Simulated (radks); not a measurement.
# Fractional charge and spin in the 4s shell of germanium

Aim: the energy as the spin-up occupation of 4s runs from 0 to 1 and the spin-down one from 0 to 1, against the two flat planes that join the four corners. Added charge counts from the emptiest corner (up 0, down 0).

The numbers are computed with radks (a radial shooting solver on a logarithmic mesh, Libxc functionals) version 1 (non-relativistic Kohn-Sham, TPSS, spin-polarised, spherical densities, point nucleus), except any that are marked as measured or tabulated.

## Step 1: Starting point

| Property | Result |
| --- | --- |
| element | germanium (Z = 32) |
| configuration | [Ar] 3d10 4p(up 0.5, down 0.5) 4s(up 1, down 1) |

A shell typed twice in an input gives spin up, then spin down.

## Step 2: 4s: up 1, down 1

Input:

```text
Z 32
configuration [Ar] 3d10 4p0.5 4p0.5 4s1 4s1
relativity non-relativistic
functional tpss,tpss
spin polarised
nucleus point
```

## Step 3: 4s: up 1, down 0.5

Input:

```text
Z 32
configuration [Ar] 3d10 4p0.5 4p0.5 4s1 4s0.5
relativity non-relativistic
functional tpss,tpss
spin polarised
nucleus point
```

## Step 4: 4s: up 1, down 0

Input:

```text
Z 32
configuration [Ar] 3d10 4p0.5 4p0.5 4s1 4s0
relativity non-relativistic
functional tpss,tpss
spin polarised
nucleus point
```

## Step 5: 4s: up 0.5, down 0.5

Input:

```text
Z 32
configuration [Ar] 3d10 4p0.5 4p0.5 4s0.5 4s0.5
relativity non-relativistic
functional tpss,tpss
spin polarised
nucleus point
```

## Step 6: 4s: up 0.5, down 0

Input:

```text
Z 32
configuration [Ar] 3d10 4p0.5 4p0.5 4s0.5 4s0
relativity non-relativistic
functional tpss,tpss
spin polarised
nucleus point
```

## Step 7: 4s: up 0, down 0

Input:

```text
Z 32
configuration [Ar] 3d10 4p0.5 4p0.5 4s0 4s0
relativity non-relativistic
functional tpss,tpss
spin polarised
nucleus point
```

What does the calculation give? Wanted: for each run, down \ up; 0; 0.5; 1.

The runs gave:

| down \ up | 0 | 0.5 | 1 |
| --- | --- | --- | --- |
| 0 | 0.000 | -1.222 | 0.000 |
| 0.5 | -1.222 | 0.465 | -1.122 |
| 1 | 0.000 | -1.122 | 0.000 |

In words: The table gives the energy in eV minus the planes, whose edge runs along up + down = one added electron; mirror points follow by spin symmetry. With half an added electron in each spin it lies 0.46 eV above the planes. With half an electron added in spin up alone it lies 1.22 eV below them. The planes are only a guide here: the condition holds for ground states with one frontier orbital, and this shell lies below others.
